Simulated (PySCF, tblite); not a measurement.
**C5H5BrOSi: geometry, infrared bands and NMR shifts**

What infrared bands and NMR shifts should C5H5BrOSi (`C#C[C@@H]1C(=O)C[Si@H]1Br`) show?

Programs: tblite 0.8.0 and PySCF 2.14.0, with density-fitted response routines of our own. Each step states its level of theory. These are calculated values for one molecule in the gas phase, unless marked as measured. Atoms are numbered from 0 throughout.

## Step 1: The molecule as given

13 atoms, charge 0, multiplicity 1; geometry from: force field or distance geometry start.

Bonds of the start (Å): C0–C1 1.22, C1–C2 1.46, C2–C3 1.51, C3–O4 1.22, C3–C5 1.50, C5–Si6 1.88, Si6–Br7 2.23, Si6–C2 1.86, C0–H8 1.07, C2–H9 1.11, C5–H10 1.11, C5–H11 1.13, Si6–H12 1.45.

## Step 2: Optimising the geometry with GFN2-xTB

What the job is given:

```
{"job": {"kind": "relax", "xc": "GFN2-xTB", "basis": "xTB"}, "charge": 0, "multiplicity": 1}
C      2.835900     0.807200    -0.144100
C      1.715600     0.393200     0.100600
C      0.394100    -0.133700     0.413600
C     -0.097600    -1.132000    -0.608300
O      0.437100    -1.831800    -1.447700
C     -1.471300    -0.890500    -0.069400
Si    -1.024400     0.932600    -0.127800
Br    -2.050000     2.139500     1.448200
H      3.815500     1.184100    -0.372400
H      0.326500    -0.487100     1.464900
H     -2.279300    -1.183600    -0.771200
H     -1.621500    -1.280100     0.981500
H     -0.984900     1.482600    -1.469200
```

Run with:

```
> OMP_NUM_THREADS=1 python probes_run.py task.json out
```

This one command runs all jobs of the session in turn.

**Question.** This job is followed by: GFN2-xTB harmonic vibrations, gas phase; GIAO PBE0/pcSseg-1 NMR shielding, non-relativistic, gas phase. What will the session give for the following? strongest single infrared mode (GFN2-xTB); zero-point energy (GFN2-xTB); 13C shifts against TMS (PBE0/pcSseg-1); 1H shifts against TMS (PBE0/pcSseg-1); 17O shifts against H2O (PBE0/pcSseg-1); 29Si shifts against TMS (PBE0/pcSseg-1); 79Br shifts against HBr (PBE0/pcSseg-1).

**Answer**, as computed:

| quantity | value |
| --- | --- |
| strongest single infrared mode (GFN2-xTB) | 1828 cm⁻¹, 425 km/mol |
| zero-point energy (GFN2-xTB) | 50.3 kcal/mol |
| 13C shifts against TMS (PBE0/pcSseg-1) | 202.1, 81.3, 79.9, 52.4, 48.1 ppm |
| 1H shifts against TMS (PBE0/pcSseg-1) | 5.57, 3.95, 3.06, 2.79, 1.88 ppm |
| 17O shifts against H2O (PBE0/pcSseg-1) | 672.0 ppm |
| 29Si shifts against TMS (PBE0/pcSseg-1) | -7.8 ppm |
| 79Br shifts against HBr (PBE0/pcSseg-1) | -21 ppm |

**Reading.** Over 72 steps the energy fell by 1.171 eV; of the close pairs, C2–Si6 changed most, 1.855 to 1.924 Å. All 33 modes are real, so the xTB geometry is a minimum. The strongest single mode, at 1828 cm⁻¹, moves mainly C3 and O4. Unscaled tight-binding wavenumbers are off by several per cent, some by more. Its intensities can rank the bands wrongly. The most deshielded carbon is C3 (ketone carbonyl carbon), at 202.1 ppm: low-lying n→π* states of the double bond to the heteroatom give a large paramagnetic term (-266 ppm). At PBE0/pcSseg-1: The largest span, 1205 ppm, is at O4, where the paramagnetic term is -734 ppm. Spin-orbit coupling is left out, which matters for shieldings and couplings at and beside the heavy atoms.
